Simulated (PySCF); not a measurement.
# C2H7FGe: the cost of one run

The runs use PySCF 2.14.0, with density-fitted response routines of our own; the level of theory stands in each step. All values are computed, except where a source is named. Atoms count from 0, in the outputs and in this text.

### Step 1. Starting geometry

11 atoms, charge 0, multiplicity 1; geometry from: GFN2-xTB. The atoms were then displaced at random by about 0.01 Å, so the start is not that level's minimum.

Bonds of the start (Å): C0–Ge1 1.97, Ge1–C2 1.96, Ge1–F3 1.77, C0–H4 1.06, C0–H5 1.08, C0–H6 1.11, Ge1–H7 1.52, C2–H8 1.11, C2–H9 1.10, C2–H10 1.07.

### Step 2. Geometry optimisation at PBE0-D3(BJ)/def2-SVP

What the job is given:

```
{"job": {"xc": "PBE0", "basis": "def2-SVP", "d3": "d3bj", "grid": 1, "shake": 0.01, "kind": "geom"}, "charge": 0, "multiplicity": 1}
C     -1.586720    -0.606240     0.195940
Ge    -0.099010     0.670410     0.011380
C      1.649790    -0.114600    -0.408380
F      0.138640     1.342350     1.635800
H     -1.362600    -1.350520     0.915030
H     -1.828950    -1.060800    -0.757100
H     -2.487890    -0.058950     0.528670
H     -0.396820     1.946690    -0.761390
H      1.904450    -0.872710     0.354160
H      2.441770     0.646200    -0.352200
H      1.665440    -0.567670    -1.377580
```

The run is started by

```console
> OMP_NUM_THREADS=1 python probes_run.py task.json out
```

This one command runs all jobs of the session in turn.

Q: Estimate the wall time and peak memory of this first job on 1 thread of Arm Neoverse N1, shared host.

About 41 s, with a peak of 0.45 GiB.
